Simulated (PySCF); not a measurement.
# C2H4AlCl2Ga: the cost of one run

The runs use PySCF 2.14.0, with density-fitted response routines of our own; the level of theory stands in each step. All values are computed, except where a source is named. Atoms count from 0, in the outputs and in this text.

## 1. The starting structure

10 atoms, charge 0, multiplicity 1; geometry from: GFN2-xTB. The atoms were then displaced at random by about 0.01 Å, so the start is not that level's minimum.

Bonds of the start (Å): C0–C1 1.24, C1–Ga2 1.96, Ga2–Cl3 2.25, Cl3–Al4 2.20, Al4–Cl5 2.19, Cl5–Ga2 2.28, C0–H6 1.04, Ga2–H7 1.55, Al4–H8 1.53, Al4–H9 1.54.

## 2. Optimising the geometry at PBE0-D3(BJ)/def2-SVP

What the job is given:

```
{"job": {"xc": "PBE0", "basis": "def2-SVP", "d3": "d3bj", "grid": 1, "shake": 0.01, "kind": "geom"}, "charge": 0, "multiplicity": 1}
C      3.178150    -0.340200     0.014820
C      2.074980     0.219270    -0.089030
Ga     0.314920     1.067610    -0.259530
Cl    -0.894390    -0.001450    -1.826980
Al    -2.240660    -0.761880    -0.262850
Cl    -1.117140     0.262350     1.314370
H      4.110210    -0.783780     0.095110
H      0.174410     2.601330    -0.388560
H     -1.959230    -2.260320    -0.087770
H     -3.590820    -0.023850    -0.383480
```

On the command line:

```
OMP_NUM_THREADS=1 python probes_run.py task.json out
```

This one command runs all jobs of the session in turn.

Q: Estimate the wall time and peak memory of this first job on 1 thread of Intel Xeon 6975P-C, shared host.

About 76 s, with a peak of 0.58 GiB.
